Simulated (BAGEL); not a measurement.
# doublet CH5BOS+: ROHF/def2-SVP (density fitting with qzvpp-jkfit)

Aim: the energy of doublet CH5BOS+. 

The results are computed with BAGEL 1.2.2.

1 further run of the same task is left out (set aside as unsound or not needed).

### 1 The structure to begin with

CH5BOS+ has 9 atoms, charge +1, and is taken as a doublet. SMILES of the parent species: `COBS`. Geometry: relaxed at PBE0-D4/def2-TZVP. This is one conformer, not always the lowest. That shape belongs to the parent species and isn't relaxed for this state.

Bond lengths: C1–O2 1.412 Å, O2–B3 1.343 Å, B3–S4 1.807 Å, C1–H5 1.094 Å, C1–H6 1.092 Å, C1–H7 1.092 Å, B3–H8 1.199 Å, S4–H9 1.341 Å. Some angles: C1–O2–B3 121.9°, O2–B3–S4 117.2°, O2–C1–H5 111.4°, O2–C1–H6 108.9°, O2–C1–H7 108.9°, O2–B3–H8 121.9°, S4–B3–H8 120.9°, B3–S4–H9 95.3°, H5–C1–H6 109.4°, H5–C1–H7 109.4°.

### 2 The energy at ROHF/def2-SVP (density fitting with qzvpp-jkfit)

Input file input.json:

```json
{ "bagel" : [

{
  "title" : "molecule",
  "basis" : "svp",
  "df_basis" : "qzvpp-jkfit",
  "angstrom" : "true",
  "geometry" : [
    { "atom" : "C", "xyz" : [    0.569500,    0.756200,   -1.208400 ] },
    { "atom" : "O", "xyz" : [    0.058000,    0.724300,    0.107400 ] },
    { "atom" : "B", "xyz" : [   -0.311900,   -0.424400,    0.697800 ] },
    { "atom" : "S", "xyz" : [   -0.950000,   -0.317900,    2.384900 ] },
    { "atom" : "H", "xyz" : [    0.616800,   -0.246400,   -1.642400 ] },
    { "atom" : "H", "xyz" : [   -0.075000,    1.387200,   -1.823700 ] },
    { "atom" : "H", "xyz" : [    1.571200,    1.190000,   -1.188400 ] },
    { "atom" : "H", "xyz" : [   -0.226000,   -1.480600,    0.136800 ] },
    { "atom" : "H", "xyz" : [   -1.164300,   -1.634700,    2.518700 ] }
  ]
},
{
  "title" : "rohf",
  "charge" : 1,
  "nopen" : 1
},
{
  "title" : "print",
  "file" : "orbitals.molden",
  "orbitals" : "true"
}

]}
```

The run is started by

```sh
BAGEL_NUM_THREADS=1 BAGEL input.json > input.out
```

What it wrote:

```text
* using 1 threads per process

  ===============================================================
  ===============================================================

  *** Geometry ***

  { "atom" : "C", "xyz" : [      1.076199,      1.429011,     -2.283545 ] },
  { "atom" : "O", "xyz" : [      0.109604,      1.368729,      0.202957 ] },
  { "atom" : "B", "xyz" : [     -0.589406,     -0.802000,      1.318651 ] },
  { "atom" : "S", "xyz" : [     -1.795240,     -0.600744,      4.506808 ] },
  { "atom" : "H", "xyz" : [      1.165583,     -0.465629,     -3.103686 ] },
  { "atom" : "H", "xyz" : [     -0.141729,      2.621428,     -3.446294 ] },
  { "atom" : "H", "xyz" : [      2.969138,      2.248774,     -2.245751 ] },
  { "atom" : "H", "xyz" : [     -0.427078,     -2.797929,      0.258515 ] },
  { "atom" : "H", "xyz" : [     -2.200208,     -3.089135,      4.759653 ] },

  Number of auxiliary basis functions:      445

  Since a DF basis is specified, we compute 2- and 3-index integrals:
    o Being stored without compression. Storage requirement is 0.026 GB

  Number of basis functions:       85
  Number of electrons      :       40

    * METHOD: MOLECULE                             0.13

  *** Open-shell HF ***

  === Nuclear Repulsion ===
   144.3856322443

      * DIIS with orbital gradients will be used.

  === ROHF iteration (svp) ===
      0       -537.18720573          0.03203517           0.07
      1       -537.29712581          0.02294776           0.07
      2       -537.32777441          0.01631493           0.07
      3       -537.35897806          0.00128353           0.07
      4       -537.35956608          0.00040666           0.07
      5       -537.35969595          0.00015417           0.07
      6       -537.35972488          0.00005669           0.07
      7       -537.35973443          0.00001945           0.07
      8       -537.35973747          0.00000694           0.07
      9       -537.35973824          0.00000200           0.07
     10       -537.35973819          0.00000058           0.07
     11       -537.35973822          0.00000030           0.07
     12       -537.35973820          0.00000006           0.07
     13       -537.35973820          0.00000003           0.07
     14       -537.35973820          0.00000001           0.07
    * SCF iteration converged.

    * S^2 (ROHF) is 0.7500

    * Permanent dipole moment:
           (    0.487131,     1.217022,    -0.871977) a.u.

    * METHOD: ROHF                                 1.11

    * METHOD: PRINT                                0.01

  ===============================================================
```

Run time: 1.4 s. Hardware: 1 thread of Intel Xeon 6975P-C (Granite Rapids), shared host; peak memory 0.11 GiB.

### 3 Outcome

At ROHF/def2-SVP (density fitting with qzvpp-jkfit):

```
    quantity          value
total energy  -537.35974 Eh
        ⟨S²⟩          0.750
```
